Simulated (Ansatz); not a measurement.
# ClFGeHS: the cost of one run

The runs use Ansatz 0.2.0; UKS B3LYP-D4/def2-SVP.

**1. The system as given**

SMILES `[F][Ge]([SH])[Cl]`, 5 atoms, charge 0, spin multiplicity 2.

Atoms are counted from 1 here; the program's logs count them from 0.

Bond lengths: F1–Ge2 1.764 Å, Ge2–S3 2.275 Å, Ge2–Cl4 2.203 Å, S3–H5 1.364 Å. Angles: F1–Ge2–S3 104.2°, F1–Ge2–Cl4 106.6°, S3–Ge2–Cl4 111.1°, Ge2–S3–H5 90.7°.

As a file:

```xyz
5
ClFGeHS
F    -1.1546   -0.8725    1.5930
Ge    0.0304   -0.7627    0.2908
S     0.8444    1.3551    0.4528
Cl   -1.0780   -1.0437   -1.5927
H     1.4078    1.2501   -0.7853
```

This geometry comes from a loose relaxation at PBE in a small basis, which is not shown.

**3. The grid**

The axes are (1) bond length Ge2–Cl4: 9 values from 1.847 to 2.858 Å; (2) angle F1–Ge2–Cl4: 9 values from 71.1 to 141.1 °.

Nothing else is relaxed (all other coordinates rigid). Energies count from the relaxed molecule at the same level. Points are written as (first, second).

(The set-up runs are not shown.)

**4. Point (2.226 Å, 106.1°)**

Input file input.yaml:

```yaml
crystal:
  periodic: [false, false, false]
  atoms:
    - { symbol: F, position_ang: [-1.144306, -0.866756, 1.578615] }
    - { symbol: Ge, position_ang: [0.027559, -0.764639, 0.282143] }
    - { symbol: S, position_ang: [0.832303, 1.352787, 0.445782] }
    - { symbol: Cl, position_ang: [-1.11308, -1.063372, -1.605919] }
    - { symbol: H, position_ang: [1.43252, 1.264419, -0.766046] }
magnetization:
  spin_polarized: true
  initial_magnetization: 1
basis:
  gaussian: { orbitals: def2-SVP }
hamiltonian:
  xc: { name: B3LYP }
  dispersion: d4
output:
  forces: true
```

Command:

```sh
> ansatz run input.yaml --threads 1 --pin off --max-ram 2560MiB --backend cpu --events-out ev --progress --plain --runs-dir out
```

Q: Estimate wall time and peak memory on 1 thread of Arm Neoverse V2, shared host.

About 6.5 s, with a peak of 0.25 GiB.
